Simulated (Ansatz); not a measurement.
# LaZn: the cost of one run

Program: Ansatz 0.2.0. Level of theory: DFT LDA, scalar-relativistic. These are calculated values, not measurements.

### Step 1. Starting point

It takes space group Pm-3m (No. 221, cubic). Conventional cell: a = 3.750 Å, b = 3.750 Å, c = 3.750 Å, α = 90.00°, β = 90.00°, γ = 90.00°. Around La (site symmetry m-3m) lie 8 Zn at 3.25 Å. Zn (site symmetry m-3m) has 8 La at 3.25 Å as nearest neighbours.

As a file:

```
La Zn
1.0
     3.75000    0.00000    0.00000
     0.00000    3.75000    0.00000
     0.00000    0.00000    3.75000
La Zn
1 1
Cartesian
  1.8750 1.8750 1.8750
  0.0000 0.0000 0.0000
```

Atoms are numbered in the order of the input: La1, Zn2.

### Step 2. After the deformation

Space group Pm-3m before, R-3m after.

### Step 3. Full-potential LAPW

Contents of input.yaml:

```yaml
crystal:
  lattice:
    - [3.75, -0.0375, -0.0375]
    - [-0.0375, 3.75, -0.0375]
    - [-0.0375, -0.0375, 3.75]
  atoms:
    - { symbol: La, position: [0.5, 0.5, 0.5] }
    - { symbol: Zn, position: [0.0, 0.0, 0.0] }
kpoints:
  mp_grid: { grid: [9, 9, 9] }
  band_path:
    path:
      - [0.0, 0.0, 0.0]
      - [0.5, 0.0, 0.0]
      - [0.5, -0.5, 0.5]
      - [0.4804921086, -0.5195078914, 0.4804921086]
      - [0.4804921086, 0.4804921086, 0.4804921086]
      - [0.0, 0.0, 0.0]
      - [0.5, -0.5, 0.0]
    npoints: 5
scf:
  occupations: { method: fermi_dirac, width: 0.05 }
hamiltonian:
  xc: lda
  pseudopotentials: { kind: all_electron, lapw: { basis_error: 0.001 } }
output:
  forces: true
  stress: true
  eigenvalues: true
```

Command:

```sh
> ansatz run input.yaml --threads 1 --pin off --max-ram 3072MiB --backend cpu --events-out ev --progress --plain --runs-dir out
```

**Question.** How long does this run take on 1 thread of Intel Xeon 6975P-C (Granite Rapids), shared host, and how much memory does it need?

About 12 s, with a peak of 0.42 GiB.
